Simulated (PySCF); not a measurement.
# C11H11Br: the cost of one run

Computed with PySCF 2.14.0, with density-fitted response routines of our own, on a single molecule in the gas phase. Atoms are numbered from 0 throughout.

## Step 1: Starting geometry

23 atoms, charge 0, multiplicity 1; geometry from: GFN2-xTB.

Bonds of the start (Å): C0–C1 1.53, C1–C2 1.53, C1–C3 1.51, C3–Br4 1.88, C3–C5 1.34, C5–C6 1.45, C6–C7 1.38, C7–C8 1.39, C8–C9 1.39, C9–C10 1.39, C10–C11 1.38, C11–C1 1.51, C11–C6 1.40, C0–H12 1.09, C0–H13 1.09, C0–H14 1.09, C2–H15 1.09, C2–H16 1.09, C2–H17 1.09, C5–H18 1.07, C7–H19 1.08, C8–H20 1.08, C9–H21 1.08, C10–H22 1.08.

## Step 2: Geometry optimisation at PBE0-D3(BJ)/def2-SVP

What the job is given:

```
{"job": {"xc": "PBE0", "basis": "def2-SVP", "d3": "d3bj", "grid": 1, "kind": "geom"}, "charge": 0, "multiplicity": 1}
C     -0.896800    -1.045660    -1.728650
C     -0.186870    -0.905240    -0.381810
C     -0.559480    -2.067460     0.546350
C     -0.507330     0.422180     0.265040
Br    -2.274220     0.873580     0.727920
C      0.574060     1.185970     0.454360
C      1.732010     0.467840    -0.041310
C      3.068710     0.827490    -0.076440
C      3.977220    -0.068940    -0.616410
C      3.559340    -1.295390    -1.109140
C      2.218250    -1.658560    -1.077290
C      1.308560    -0.774060    -0.542690
H     -1.975630    -1.051570    -1.585480
H     -0.603340    -1.973900    -2.212390
H     -0.634740    -0.215250    -2.381580
H     -0.260360    -3.012810     0.100720
H     -1.634880    -2.083750     0.712630
H     -0.058220    -1.961610     1.506620
H      0.603010     2.165500     0.895970
H      3.394290     1.782460     0.308040
H      5.024950     0.190860    -0.653660
H      4.285630    -1.978140    -1.524800
H      1.904570    -2.616550    -1.465500
```

**Question.** How long does this first job take on 8 threads of Arm Neoverse V2, shared host?

About 3.1 min.
